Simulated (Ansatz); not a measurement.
# Si₂H₅I: one species, many methods

Aim: compute Si₂H₅I with functionals from several rungs and with coupled cluster, and see how far each lands from CCSD(T) at the basis-set limit for the atomisation energy.

The runs use Ansatz 0.2.0, Gaussian basis; functionals in def2-TZVPP, the program's frozen cores in correlated methods.

Plan: LDA (SPW92), PBE-D4, revPBE-D4, BLYP-D4, r2SCAN-D4, B97M-V, PBE0-D4, B3LYP-D4, r2SCANh-D4, r2SCAN0-D4, HSE06-D4, BHLYP-D4, CAM-B3LYP-D4, LC-ωPBE, ωB97X-V, ωB97M-V, B2PLYP, PBE-QIDH; CCSD(T)/def2-SVP; CCSD(T)/def2-TZVPP; MP2/def2-QZVPP; extrapolation to the limit; RPA on PBE.

1 further run of the same task is left out (for a known fault of the program).

### 1 The geometry

All runs share one geometry, relaxed beforehand with PBE0-D4 in a triple-zeta def2 set. I takes the def2 core potential; no spin-orbit term is included.

SMILES `[SiH3][SiH2]I`, 8 atoms, charge 0, spin multiplicity 1.

Atoms are counted from 1 here; the program's logs count them from 0.

Bond lengths: Si1–Si2 2.335 Å, Si1–H4 1.488 Å, Si1–H5 1.485 Å, Si1–H6 1.485 Å, Si2–I3 2.450 Å, Si2–H7 1.485 Å, Si2–H8 1.485 Å. Angles: Si2–Si1–H4 110.3°, Si2–Si1–H5 109.1°, Si2–Si1–H6 109.0°, H4–Si1–H5 109.4°, H4–Si1–H6 109.4°, H5–Si1–H6 109.7°, Si1–Si2–I3 107.7°, Si1–Si2–H7 112.4°, Si1–Si2–H8 112.4°, I3–Si2–H7 107.6°, I3–Si2–H8 107.6°, H7–Si2–H8 109.0°.

### 2 LDA

This LDA is Slater exchange with PW92 correlation.

in.yaml

```yaml
crystal:
  periodic: [false, false, false]
  atoms:
    - {symbol: Si, position_ang: [-0.686772, 0.909235, -0.419269]}
    - {symbol: Si, position_ang: [0.458263, -0.992536, 0.306201]}
    - {symbol: I, position_ang: [2.642470, -0.271504, 1.151314]}
    - {symbol: H, position_ang: [-2.027951, 0.534381, -0.944478]}
    - {symbol: H, position_ang: [0.098095, 1.566871, -1.495234]}
    - {symbol: H, position_ang: [-0.848299, 1.843355, 0.724208]}
    - {symbol: H, position_ang: [-0.244295, -1.686607, 1.414984]}
    - {symbol: H, position_ang: [0.700689, -1.960396, -0.793424]}
basis:
  gaussian: {orbitals: def2-TZVPP}
hamiltonian: {xc: lda}
output: {orbitals: {seedname: orbitals}}
```

Command:

```bash
> ansatz run in.yaml --threads 2 --pin off --events-out ev --progress --plain --max-ram 4352MiB
```

Further steps of the session: PBE-D4 (GGA); revPBE-D4 (GGA); BLYP-D4 (GGA); r2SCAN-D4 (meta-GGA); B97M-V (meta-GGA); B3LYP-D4 (hybrid); r2SCANh-D4 (hybrid); r2SCAN0-D4 (hybrid); HSE06-D4 (hybrid); BHLYP-D4 (hybrid); CAM-B3LYP-D4 (range-separated); LC-ωPBE (range-separated); ωB97X-V (range-separated); ωB97M-V (range-separated); B2PLYP (double hybrid); PBE-QIDH (double hybrid); CCSD(T) in def2-SVP; CCSD(T) in def2-TZVPP; MP2 in def2-QZVPP; RPA on PBE orbitals.

**Question.** What will the summary of the whole plan be? Wanted: atomisation energy, CCSD(T)/CBS; farthest beyond LDA; mean size of error, GGA; mean size of error, meta-GGA; mean size of error, hybrid; mean size of error, range-separated; mean size of error, double hybrid; gap, smallest and largest; T1 diagnostic.

As calculated:

| quantity | value |
| --- | --- |
| atomisation energy, CCSD(T)/CBS | 2198.8 kJ/mol |
| functionals within 22.0 kJ/mol (1.0 %) | r2SCAN-D4, B97M-V, r2SCANh-D4, ωB97X-V |
| farthest beyond LDA | revPBE-D4 (-72.9 kJ/mol) |
| mean size of error, GGA | 57.8 kJ/mol |
| mean size of error, meta-GGA | 11.5 kJ/mol |
| mean size of error, hybrid | 31.2 kJ/mol |
| mean size of error, range-separated | 28.7 kJ/mol |
| mean size of error, double hybrid | 48.5 kJ/mol |
| gap, smallest and largest | 4.44 eV (LDA (SPW92)), 11.07 eV (LC-ωPBE) |
| T1 diagnostic | 0.0100 |
| triples share of the correlation energy | 2.6 % |

LDA overbinds by 200.0 kJ/mol (9 %). PBE-D4 misses by -44.3 kJ/mol. Double hybrids carry the basis error of their MP2 part in triple zeta, and no dispersion term here, so their miss is partly the set-up's. By mean error the best rung here is meta-GGA (11.5 kJ/mol) and the worst beyond LDA is GGA (57.8 kJ/mol). The reference freezes the cores and leaves out spin-orbit coupling and excitations past (T), and its outer-core shells are covered unevenly, so misses under about 22.0 kJ/mol can't be ranked. All levels share the lack of spin-orbit coupling, which lowers the free heavy atoms and so the true binding. Hartree-Fock recovers 76 % of the binding; the rest is correlation. CCSD(T) in def2-SVP is off by -177.3 kJ/mol, so the small basis spoils what the method gains. Orbital gaps span 4.4 to 11.1 eV; exact exchange widens them. Correlated methods include outer-core shells of I, which these sets cover unevenly.
